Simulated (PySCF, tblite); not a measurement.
**C3H8ClOSi radical: geometry, infrared bands and EPR parameters**

What infrared bands and EPR parameters should C3H8ClOSi radical (`CCO[SiH2][CH]Cl`) show?

Programs: tblite 0.8.0 and PySCF 2.14.0, with density-fitted response routines of our own. Each step states its level of theory. These are calculated values for one molecule in the gas phase, unless marked as measured. Atoms are numbered from 0 throughout.

## (1) The starting structure

14 atoms, charge 0, multiplicity 2; geometry from: force field or distance geometry start.

Bonds of the start (Å): C0–C1 1.51, C1–O2 1.44, O2–Si3 1.65, Si3–C4 1.81, C4–Cl5 1.71, C0–H6 1.09, C0–H7 1.10, C0–H8 1.10, C1–H9 1.09, C1–H10 1.10, Si3–H11 1.49, Si3–H12 1.47, C4–H13 1.09.

## (2) Geometry optimisation with GFN2-xTB

The job: settings as JSON, then the geometry in Å.

```
{"job": {"kind": "relax", "xc": "GFN2-xTB", "basis": "xTB"}, "charge": 0, "multiplicity": 2}
C     -2.028900    -0.204600    -1.375100
C     -1.228800     0.398600    -0.248900
O      0.064300    -0.233600    -0.228900
Si     1.157500     0.249300     0.915500
C      2.719900    -0.650100     0.794500
Cl     4.126400    -0.497900     1.748000
H     -1.533400    -0.040400    -2.337600
H     -3.026600     0.254000    -1.414800
H     -2.140100    -1.287000    -1.243700
H     -1.126700     1.474100    -0.391800
H     -1.746500     0.213100     0.708800
H      0.543900     0.012500     2.257800
H      1.372700     1.702100     0.786700
H      2.845500    -1.390700     0.007300
```

Run with:

```console
> OMP_NUM_THREADS=1 python probes_run.py task.json out
```

One launch serves the whole session: the jobs run in the order shown.

**Question.** This job is followed by: GFN2-xTB harmonic vibrations, gas phase; UKS B3LYP, pcH-1 on C Cl H O Si, non-relativistic, mean-field spin-orbit, GIAO. Predict these results of the whole session: strongest single infrared mode (GFN2-xTB); zero-point energy (GFN2-xTB); g(iso) (B3LYP); ⟨S²⟩; largest a(iso) (averaged by class); surface potential, 1st and 99th percentile.

The runs gave:

| quantity | value |
| --- | --- |
| strongest single infrared mode (GFN2-xTB) | 2158 cm⁻¹, 340 km/mol |
| zero-point energy (GFN2-xTB) | 62.9 kcal/mol |
| g(iso) (B3LYP) | 2.00768 |
| ⟨S²⟩ | 0.754 (exact 0.75) |
| largest a(iso) (averaged by class) | 13C on C4, 87.8 MHz |
| surface potential, 1st and 99th percentile | -0.93 V and 1.21 V |

In words: The optimisation took 47 steps and gained 0.245 eV; among the close pairs (by a distance rule), Si3–C4 changed most, from 1.807 to 1.852 Å. All 36 modes are real, so the xTB geometry is a minimum. The strongest single mode, at 2158 cm⁻¹, moves mainly H12 and H11. GFN2-xTB is a fitted tight-binding method: band positions and strengths are rough. Its intensities can rank the bands wrongly. C4 carries the largest spin population, 0.90 e. The isotropic g lies 5.4 ppt above the free-electron value.
